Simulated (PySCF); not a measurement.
# C₆H₅NO₂: magnetic properties

What do calculations give for the magnetic properties of C₆H₅NO₂ (`C=CN=C1C(=O)CC1=O`)?

Programs: PySCF 2.14.0, with routines of our own; each step states its level. All values are computed. Atoms count from 0.

### Step 1. The starting structure

14 atoms, charge 0, multiplicity 1; geometry from: GFN2-xTB.

### Step 2. Magnetic properties: GIAO HF/pcSseg-1

Job settings and geometry (Å):

```
{"job": {"kind": "mag", "xc": "HF", "basis": "pcSseg-1", "isotopologues": 0}, "charge": 0, "multiplicity": 1}
C     -2.958009     1.010666    -0.158575
C     -1.629941     0.939159    -0.038179
N     -1.027792    -0.285705    -0.137752
C      0.230229    -0.433802    -0.034987
C      1.452741     0.419415     0.194663
O      1.653618     1.587843     0.367245
C      2.352960    -0.809781     0.122031
C      1.098134    -1.652852    -0.110173
O      0.906272    -2.818492    -0.281131
H     -3.480989     1.947735    -0.088816
H     -3.536949     0.119242    -0.330044
H     -1.022037     1.824371     0.135399
H      3.066391    -0.811033    -0.701685
H      2.894694    -1.037239     1.039838
```

Level: GIAO HF/pcSseg-1 magnetisability, rotational g tensor and spin-rotation constants, non-relativistic, gas phase.

Started as:

```sh
$ OMP_NUM_THREADS=1 python excited_run.py task.json out
```

One launch serves the whole session: the jobs run in the order shown.

Standard output:

```text
final grid: 127520 points
cycle   1  E = -433.8257562599  dE =  2.670e+00  |g| = 1.106e+00  |ddm| = 3.706e+00
cycle   2  E = -433.9318127749  dE = -1.061e-01  |g| = 1.038e+00  |ddm| = 1.649e+00
cycle   3  E = -434.1292434380  dE = -1.974e-01  |g| = 1.121e-01  |ddm| = 8.455e-01
cycle   4  E = -434.1349227768  dE = -5.679e-03  |g| = 4.322e-02  |ddm| = 1.747e-01
cycle   5  E = -434.1357467102  dE = -8.239e-04  |g| = 1.757e-02  |ddm| = 7.098e-02
cycle   6  E = -434.1359121288  dE = -1.654e-04  |g| = 8.264e-03  |ddm| = 3.690e-02
cycle   7  E = -434.1359532090  dE = -4.108e-05  |g| = 2.841e-03  |ddm| = 2.087e-02
cycle   8  E = -434.1359571079  dE = -3.899e-06  |g| = 9.279e-04  |ddm| = 6.130e-03
cycle   9  E = -434.1359576221  dE = -5.141e-07  |g| = 3.263e-04  |ddm| = 2.257e-03
cycle  10  E = -434.1359576918  dE = -6.971e-08  |g| = 1.374e-04  |ddm| = 7.110e-04
cycle  11  E = -434.1359577058  dE = -1.405e-08  |g| = 5.055e-05  |ddm| = 3.408e-04
cycle  12  E = -434.1359577079  dE = -2.089e-09  |g| = 2.432e-05  |ddm| = 1.445e-04
cycle  13  E = -434.1359577083  dE = -3.505e-10  |g| = 6.571e-06  |ddm| = 5.858e-05
converged SCF energy = -434.1359577083

Magnetisability tensor (1e-30 J/T^2)
     -678.72        6.91       53.49
        6.91     -505.20       93.75
       53.49       93.75    -1202.23
isotropic -795.38   principal values   -1219.64   -674.74   -491.76
isotropic susceptibility -47.899 1e-6 cm^3/mol

Inertial axes            a          b          c
rot. const./GHz      2.6455     1.2404     0.8489
chi total           -38.701    -31.547    -73.449
chi diamagnetic    -523.389  -1053.047  -1473.346
chi paramagnetic    484.688   1021.499   1399.897
quadrupole/D A       19.055    -21.711      2.656
g nuclear            0.5210     0.5669     0.5499
g electronic        -0.6024    -0.5953    -0.5583
g total             -0.0814    -0.0284    -0.0084

Spin-rotation constants (kHz, H = +C I.J)
atom  isotope        aa         bb         cc
  2    14N        1.325      0.257      0.023
  9     1H        0.136     -0.068     -0.101
 10     1H       -0.250      0.127     -0.100
 11     1H       -0.207      0.119     -0.091
 12     1H       -0.127     -0.151     -0.014
 13     1H       -0.128     -0.151     -0.013
  0    13C*       1.017      0.575      0.112
  1    13C*       0.965      0.578      0.121
  3    13C*       1.051      0.525      0.200
  4    13C*       1.316      0.597      0.186
  5    17O*      -1.639     -1.388      0.000
  6    13C*       0.518      0.217      0.173
  7    13C*       1.454      0.546      0.183
  8    17O*      -2.053     -1.266      0.012
* in the singly substituted isotopologue
```

It took 20 s on 1 thread of Arm Neoverse V1, shared host; peak memory 0.77 GiB.

Key values:

```csv
quantity,value
magnetisability,-795·10⁻³⁰ J/T²
molar susceptibility,-47.9·10⁻⁶ cm³/mol
"rotational g (a, b, c)","-0.0814, -0.0284, -0.0084"
```

The fields below are evaluated on a grid from the run's orbitals.

Frontier orbitals at HF/pcSseg-1, with the share of their density that lies nearest to each atom:

```csv
orbital,energy (eV),lies on
HOMO,-10.09,"C0, C1 about 26 % each; C3 20 %; N2 8 %"
LUMO,-0.06,"N2 22 %; C3 15 %; C0, C4 about 11 % each"
```

ELF in a plane through or near 12 of the atoms.

Ten even steps from ' ' (0.00) to '@' (1.00):
```
                                                        
                                                        
                                                        
                  ::==++==--..                          
                  ==##%%%%##==                          
                  --%%==--@@++  ::@@##                  
                    ++**++%%::  %%@@@@::    ::          
              ..::++++====::  ::@@@@@@....%%@@@@::      
            ::====%%%%==++**  ..%%@@**::++@@@@@@**      
          ..==**##..##++@@**====**##..%%--@@@@@@**      
            ::==::**++--::++%%**%%--**##**++%%**..      
              ..##@@::%%@@--##====--..++@@@@++          
                ::==++==##::**@@@@==  ##@@@@@@..        
              ::**####++..  ==@@@@--  **@@@@@@          
            ..**%%++==##--  ..**##..  ..@@%%==          
            ..==%%%%%%%%**                              
              ..==**##**--                              
                    ..                                  
                                                        
                                                        
```
The map spans 13.1 Å across and 9.8 Å up, centred on the molecule. Atoms in the plane (x, y in Å): C0 (3.1, -0.2), C1 (1.9, 0.2), N2 (0.8, -0.7), C3 (-0.4, -0.3), C4 (-1.2, 1.0), O5 (-0.9, 2.1), C6 (-2.5, 0.2), C7 (-1.6, -1.1), O8 (-1.9, -2.3), H9 (4.0, 0.5), H10 (3.3, -1.3), H11 (1.6, 1.3).

log10 of the density (e/Å³) in the same plane.

Values, 10 rows by 14 columns:
```
-4.0 -4.0 -4.0 -4.0 -4.0 -4.0 -4.0 -4.0 -4.0 -4.0 -4.0 -4.0 -4.0 -4.0
-4.0 -4.0 -4.0 -4.0 -3.9 -2.5 -2.2 -3.1 -4.0 -4.0 -4.0 -4.0 -4.0 -4.0
-4.0 -4.0 -4.0 -3.9 -2.2 -0.7  0.0 -1.4 -2.6 -2.8 -3.7 -4.0 -4.0 -4.0
-4.0 -4.0 -3.4 -2.3 -1.6 -0.2  0.7 -1.0 -0.9 -0.9 -2.1 -2.2 -3.2 -4.0
-4.0 -4.0 -2.5 -1.0 -0.1  0.2  0.2 -1.0 -0.2  0.0 -0.5 -0.2 -1.9 -4.0
-4.0 -4.0 -2.5 -0.9  0.3  0.0  0.4  0.3  0.4  0.2  1.8 -0.3 -2.0 -3.9
-4.0 -4.0 -3.3 -2.0 -0.5  1.4 -0.2 -0.1  0.2 -1.0  0.3 -0.8 -2.7 -4.0
-4.0 -4.0 -4.0 -2.0  0.1  2.2 -0.9 -1.7 -1.5 -2.2 -1.5 -2.0 -3.5 -4.0
-4.0 -4.0 -4.0 -2.7 -1.1 -0.6 -1.6 -3.5 -3.7 -4.0 -3.6 -3.9 -4.0 -4.0
-4.0 -4.0 -4.0 -4.0 -3.2 -2.9 -3.7 -4.0 -4.0 -4.0 -4.0 -4.0 -4.0 -4.0
```
The map spans 13.1 Å across and 9.8 Å up, centred on the molecule. Atoms in the plane (x, y in Å): C0 (3.1, -0.2), C1 (1.9, 0.2), N2 (0.8, -0.7), C3 (-0.4, -0.3), C4 (-1.2, 1.0), O5 (-0.9, 2.1), C6 (-2.5, 0.2), C7 (-1.6, -1.1), O8 (-1.9, -2.3), H9 (4.0, 0.5), H10 (3.3, -1.3), H11 (1.6, 1.3).

On the surface of density 0.002 e/bohr³ the electrostatic potential runs, from the 1st to the 99th percentile, from -1.71 V near O8 to 1.85 V near C4.

### Step 3. Magnetic properties: GIAO HCTH407/6-31++G**

The job, as its differences from that of step 2:

```diff
@@ -1,2 +1,2 @@
-{"job": {"kind": "mag", "xc": "HF", "basis": "pcSseg-1", "isotopologues": 0}, "charge": 0, "multiplicity": 1}
+{"job": {"kind": "mag", "xc": "HCTH407", "basis": "6-31++G**", "scf": {"conv": 1e-06, "guess": "huckel"}}, "charge": 0, "multiplicity": 1}
 C     -2.958009     1.010666    -0.158575
```

With the program's defaults for keys left out, this is: GIAO HCTH407/6-31++G** magnetisability, rotational g tensor and spin-rotation constants, non-relativistic, gas phase.

Standard output:

```text
final grid: 127520 points
cycle   1  E = -411.0499421569  dE =  2.151e+01  |g| = 9.727e+00  |ddm| = 4.727e+01
cycle   2  E = -367.0228316902  dE =  4.403e+01  |g| = 1.049e+01  |ddm| = 3.425e+04
cycle   3  E = -412.6663769333  dE = -4.564e+01  |g| = 7.281e+00  |ddm| = 3.426e+04
cycle   4  E = -390.3978781653  dE =  2.227e+01  |g| = 8.629e+00  |ddm| = 8.540e+01
cycle   5  E = -432.5303466497  dE = -4.213e+01  |g| = 3.336e+00  |ddm| = 6.342e+01
cycle   6  E = -429.6759054007  dE =  2.854e+00  |g| = 4.399e+00  |ddm| = 2.072e+01
cycle   7  E = -436.3333101196  dE = -6.657e+00  |g| = 1.152e+00  |ddm| = 2.428e+01
cycle   8  E = -436.2075360979  dE =  1.258e-01  |g| = 1.343e+00  |ddm| = 1.403e+01
cycle   9  E = -436.6562440316  dE = -4.487e-01  |g| = 4.073e-01  |ddm| = 1.037e+01
cycle  10  E = -436.6851264005  dE = -2.888e-02  |g| = 2.449e-01  |ddm| = 2.441e+00
cycle  11  E = -436.6970241255  dE = -1.190e-02  |g| = 1.555e-01  |ddm| = 6.815e-01
cycle  12  E = -436.7024486308  dE = -5.425e-03  |g| = 2.173e-02  |ddm| = 3.941e-01
cycle  13  E = -436.7025423721  dE = -9.374e-05  |g| = 1.074e-02  |ddm| = 9.159e-02
cycle  14  E = -436.7025624206  dE = -2.005e-05  |g| = 5.437e-03  |ddm| = 2.237e-02
cycle  15  E = -436.7025686802  dE = -6.260e-06  |g| = 1.205e-03  |ddm| = 8.784e-03
cycle  16  E = -436.7025689180  dE = -2.378e-07  |g| = 7.828e-04  |ddm| = 4.861e-03
converged SCF energy = -436.7025689180

Magnetisability tensor (1e-30 J/T^2)
     -511.55      -13.28       59.79
      -13.28     -381.41       98.14
       59.79       98.14    -1125.74
isotropic -672.90   principal values   -1144.34   -505.89   -368.47
isotropic susceptibility -40.523 1e-6 cm^3/mol

Inertial axes            a          b          c
rot. const./GHz      2.6455     1.2404     0.8489
chi total           -28.221    -24.435    -68.914
chi diamagnetic    -520.025  -1051.699  -1470.717
chi paramagnetic    491.804   1027.265   1401.803
quadrupole/D A       17.497    -19.843      2.346
g nuclear            0.5210     0.5669     0.5499
g electronic        -0.6112    -0.5986    -0.5591
g total             -0.0903    -0.0317    -0.0092

Spin-rotation constants (kHz, H = +C I.J)
atom  isotope        aa         bb         cc
  2    14N        1.221      0.188      0.032
  9     1H        0.170     -0.067     -0.100
 10     1H       -0.240      0.134     -0.103
 11     1H       -0.181      0.120     -0.083
 12     1H       -0.110     -0.144     -0.008
 13     1H       -0.111     -0.144     -0.008
  0    13C*       0.998      0.519      0.109
  1    13C*       0.967      0.519      0.124
  3    13C*       1.466      0.452      0.198
  4    13C*       1.052      0.610      0.195
  5    17O*      -1.143     -1.294     -0.024
  6    13C*       0.609      0.237      0.182
  7    13C*       1.302      0.538      0.189
  8    17O*      -1.869     -1.083     -0.005
* in the singly substituted isotopologue
```

Wall time 51 s (1 thread of Arm Neoverse V1, shared host); peak memory 0.71 GiB.

Key values:

```csv
quantity,value
magnetisability,-673·10⁻³⁰ J/T²
molar susceptibility,-40.5·10⁻⁶ cm³/mol
"rotational g (a, b, c)","-0.0903, -0.0317, -0.0092"
```

### Step 4. Magnetic properties side by side

```csv
level,ξ (10⁻³⁰ J/T²),g(a),g(b),gap (eV),functions,time
GIAO HF/pcSseg-1,-795,-0.0814,-0.0284,10.03,178,20 s
GIAO HCTH407/6-31++G**,-673,-0.0903,-0.0317,1.06,192,51 s
```

### Step 5. Results

| quantity | value |
| --- | --- |
| magnetisability (step 2, GIAO HF/pcSseg-1) | -795·10⁻³⁰ J/T² |
| molar susceptibility (step 2, GIAO HF/pcSseg-1) | -47.9·10⁻⁶ cm³/mol |
| rotational g (a, b, c) (step 2, GIAO HF/pcSseg-1) | -0.0814, -0.0284, -0.0084 |
| surface potential, 1st and 99th percentile | -1.71 V and 1.85 V |
| magnetisability over the levels | -795 to -673·10⁻³⁰ J/T² |

In a run with a small gap the paramagnetic part is unsure. The magnetisability spreads by 16.7 % over 2 levels, from GIAO HF/pcSseg-1 (20 s) to GIAO HCTH407/6-31++G** (51 s); the runs took 20 s to 51 s. Two levels can agree by chance, so this spread shows no convergence. Vibrational averaging and real surroundings are missing from these values.
